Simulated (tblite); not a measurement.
# F10S5Si5: the cost of one run

Programs: tblite 0.8.0 and PySCF 2.14.0, with routines of our own; each step states its level. All values are computed. Atoms count from 0.

## 1. The system as given

20 atoms, charge 0, multiplicity 1; geometry from: force field, distance geometry or constructed start.

## 2. Optimising the geometry with GFN2-xTB

What the job is given:

```
{"job": {"kind": "relax", "xc": "GFN2-xTB", "basis": "xTB"}, "charge": 0, "multiplicity": 1}
F     -2.329800    -1.116500    -1.424400
Si    -1.986800    -2.042400    -0.188200
F     -3.226300    -3.016500     0.083900
S     -0.310700    -3.271300    -0.644200
Si     0.841500    -1.678500    -1.405800
F      0.939500    -1.817700    -2.999100
F      0.161100    -0.286300    -1.036300
S      2.787700    -1.772500    -0.572900
Si     2.841200     0.291300    -0.082300
F      4.359700     0.667500     0.241000
F      2.364800     1.164100    -1.328000
S      1.737600     0.553200     1.700400
Si     0.633100     2.239900     1.077900
F      0.317500     2.253400    -0.486700
F      1.496500     3.545300     1.429000
S     -1.173000     2.322700     2.192300
Si    -2.186900     0.871800     1.015600
F     -1.949200     1.152900    -0.531800
F     -3.754400     0.994800     1.323000
S     -1.566200    -1.048600     1.634900
```

On the command line:

```console
$ OMP_NUM_THREADS=2 python large_run.py task.json out
```

This one command runs all jobs of the session in turn.

**Question.** How long does this first job take on 2 threads of Arm Neoverse N1, shared host, and how much memory does it need?

About 4.5 s, with a peak of 0.18 GiB.
